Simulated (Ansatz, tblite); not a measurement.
# Diborane tri Cl (B2H3Cl3): rung by rung

Aim: run the singlet of diborane tri Cl (B2H3Cl3) at one geometry on many levels, and compare frontier levels, spin and run time.

The runs use Ansatz 0.2.0, Gaussian basis; as each input shows.

Plan: GFN1-xTB, GFN2-xTB, PBE-D4/def2-TZVP, r2SCAN-D4/def2-TZVP, r2SCANh-D4/def2-TZVP, HF/def2-TZVP, B3LYP-D4/def2-TZVP, ωB97M-V/def2-TZVP, LC-ωPBE/def2-TZVP, PBE-QIDH/def2-TZVP, B2PLYP/def2-TZVP, PBE-D4/def2-SVP, PBE0-D4/def2-SVP, HF/STO-3G, HF/6-31G, B3LYP-D4/6-31G, PBE0-D4/def2-TZVPD, PBE-D4/def2-TZVPD, r2SCAN-D4/def2-TZVPD, CCSD(T)/def2-TZVPP, MP2/def2-TZVP, RPA/def2-TZVP.

## (1) The structure

The geometry is that of the singlet, from an earlier relaxation (r2SCAN-D4/def2-SVP).

8 atoms, charge 0, spin multiplicity 1.

Bond lengths: B1–Cl2 1.773 Å, B1–Cl3 1.767 Å, B1–H4 1.357 Å, B1–B5 1.804 Å, B1–H8 1.357 Å, H4–B5 1.327 Å, B5–Cl6 1.772 Å, B5–H7 1.199 Å, B5–H8 1.327 Å. Angles: Cl2–B1–Cl3 120.8°, Cl2–B1–H4 108.1°, Cl2–B1–B5 119.1°, Cl2–B1–H8 108.1°, Cl3–B1–H4 111.2°, Cl3–B1–B5 120.1°, Cl3–B1–H8 111.2°, H4–B1–B5 47.1°, H4–B1–H8 94.1°, B5–B1–H8 47.1°, B1–H4–B5 84.4°, B1–B5–H4 48.5°, B1–B5–Cl6 120.5°, B1–B5–H7 117.7°, B1–B5–H8 48.5°, H4–B5–Cl6 111.0°, H4–B5–H7 106.6°, H4–B5–H8 96.9° and more.

PBE0-D4/def2-TZVP was run before; its log isn't repeated, and its numbers join the tables.

## (2) GFN1-xTB

Tight binding, by tblite at 300 K electronic temperature and without a spin-polarisation term:

```python
tblite.interface.Calculator('GFN1-xTB', numbers, positions, charge=0, uhf=0).singlepoint()
```

Energy -468.2348 eV, HOMO -12.61 eV, LUMO -6.86 eV; 0.009 s.

## (3) GFN2-xTB

Tight binding, by tblite at 300 K electronic temperature and without a spin-polarisation term:

```python
tblite.interface.Calculator('GFN2-xTB', numbers, positions, charge=0, uhf=0).singlepoint()
```

Energy -481.4681 eV, HOMO -11.61 eV, LUMO -7.18 eV; 0.008 s.

## (4) PBE-D4/def2-TZVP

start.molden holds the orbitals of an earlier run on this state, given as this run's starting guess.

The input, in.yaml:

```yaml
crystal:
  periodic: [false, false, false]
  atoms:
    - {symbol: B, position_ang: [-0.569357, 0.632092, -0.193389]}
    - {symbol: Cl, position_ang: [-2.321826, 0.395957, -0.068018]}
    - {symbol: Cl, position_ang: [0.099149, 2.179340, -0.722480]}
    - {symbol: H, position_ang: [-0.056018, -0.396938, -0.913746]}
    - {symbol: B, position_ang: [0.532181, -0.733264, 0.227787]}
    - {symbol: Cl, position_ang: [2.289727, -0.539164, 0.116248]}
    - {symbol: H, position_ang: [0.031215, -1.763864, 0.581734]}
    - {symbol: H, position_ang: [-0.005072, 0.225832, 0.971864]}
basis:
  gaussian: {orbitals: def2-TZVP, initial_orbitals: start.molden}
hamiltonian: {xc: pbe, dispersion: d4}
scf: {omitted_lower_state_checks: [starts]}
output: {orbitals: {seedname: orbitals}}
```

Run with:

```
$ ansatz run in.yaml --threads 4 --pin off --events-out ev --progress --plain --max-ram 3916MiB
```

After this run come: r2SCAN-D4/def2-TZVP; r2SCANh-D4/def2-TZVP; HF/def2-TZVP; B3LYP-D4/def2-TZVP; ωB97M-V/def2-TZVP; LC-ωPBE/def2-TZVP; PBE-QIDH/def2-TZVP; B2PLYP/def2-TZVP; PBE-D4/def2-SVP; PBE0-D4/def2-SVP; HF/STO-3G; HF/6-31G; B3LYP-D4/6-31G; PBE0-D4/def2-TZVPD; PBE-D4/def2-TZVPD; r2SCAN-D4/def2-TZVPD; CCSD(T)/def2-TZVPP; MP2/def2-TZVP; RPA/def2-TZVP.

Q: Predict the results of all the runs planned. Wanted: gap in def2-TZVP, named functionals and Hartree-Fock, smallest and largest; correlation energy, CCSD(T)/def2-TZVPP; correlation energy, MP2/def2-TZVP; binding an atom, CCSD(T)/def2-TZVPP; PBE0 total energy, smallest basis above largest.

**Answer**, as computed:

| quantity | value |
| --- | --- |
| gap in def2-TZVP, named functionals and Hartree-Fock, smallest and largest | 5.35 eV (PBE-D4), 14.59 eV (HF) |
| correlation energy, CCSD(T)/def2-TZVPP | -24.66 eV |
| correlation energy, MP2/def2-TZVP | -21.46 eV |
| binding an atom, CCSD(T)/def2-TZVPP | 3.306 eV |
| PBE0 total energy, smallest basis above largest | 14.26 eV (def2-SVP, def2-TZVPD) |

In words: Over the named functionals and Hartree-Fock in def2-TZVP the gap runs from 5.35 eV (PBE-D4) to 14.59 eV (HF); exact exchange widens it. A small miss in a minimal or small basis is a cancelling of errors, not accuracy. The functionals in def2-TZVP miss CCSD(T)/def2-TZVPP by +0.070 (B3LYP-D4) to +0.195 eV (PBE-D4) an atom. CCSD(T)/def2-TZVPP isn't at the basis-set limit; small misses against it rank nothing.
